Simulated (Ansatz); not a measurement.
# C₂F₃Si radical: basis-set convergence

Aim: see how fast density functionals converge with the basis set for C₂F₃Si radical.

Program: Ansatz 0.2.0, Gaussian basis. Level of theory: one geometry, several basis sets. These are calculated values, not measurements.

The runs, in order: PBE0-D4/def2-SVP; ωB97M-V/def2-SVP; PBE0-D4/def2-QZVPP; ωB97M-V/def2-QZVPP; the functionals' def2-TZVPP values are taken from earlier runs.

## 1. The geometry

All runs share one geometry, relaxed beforehand with PBE0-D4 in a triple-zeta def2 set.

6 atoms, charge 0, spin multiplicity 2.

Atoms are counted from 1 here; the program's logs count them from 0.

Bond lengths: C1–C2 1.209 Å, C2–Si3 1.796 Å, Si3–F4 1.568 Å, Si3–F5 1.568 Å, Si3–F6 1.568 Å. Angles: C1–C2–Si3 180.0°, C2–Si3–F4 110.5°, C2–Si3–F5 110.4°, C2–Si3–F6 110.4°, F4–Si3–F5 108.5°, F4–Si3–F6 108.5°, F5–Si3–F6 108.5°.

## 2. PBE0-D4 in def2-SVP

in.yaml reads:

```yaml
crystal:
  periodic: [false, false, false]
  atoms:
    - {symbol: C, position_ang: [-0.330211, -2.361230, 0.703187]}
    - {symbol: C, position_ang: [-0.165791, -1.214841, 0.356513]}
    - {symbol: Si, position_ang: [0.078615, 0.488438, -0.158641]}
    - {symbol: F, position_ang: [-1.011863, 0.906187, -1.204875]}
    - {symbol: F, position_ang: [1.491118, 0.664547, -0.815976]}
    - {symbol: F, position_ang: [-0.019769, 1.452899, 1.073593]}
basis:
  gaussian: {orbitals: def2-SVP}
magnetization: {spin_polarized: true, initial_magnetization: 1}
hamiltonian: {xc: pbe0, dispersion: d4}
output: {orbitals: {seedname: orbitals}}
```

Further steps of the session: ωB97M-V in def2-SVP; PBE0-D4 in def2-QZVPP; ωB97M-V in def2-QZVPP.

Before running them: what should the planned runs give, taken together? Wanted: PBE0-D4: double and triple zeta above quadruple; ωB97M-V: double and triple zeta above quadruple.

As calculated:

| quantity | value |
| --- | --- |
| PBE0-D4: double and triple zeta above quadruple | 16.78, 0.85 eV |
| ωB97M-V: double and triple zeta above quadruple | 16.94, 0.78 eV |

PBE0-D4 gains 15.93 eV from double to triple zeta, then 0.85 eV more. Total energies overstate the basis error of differences, where much of it tends to cancel.
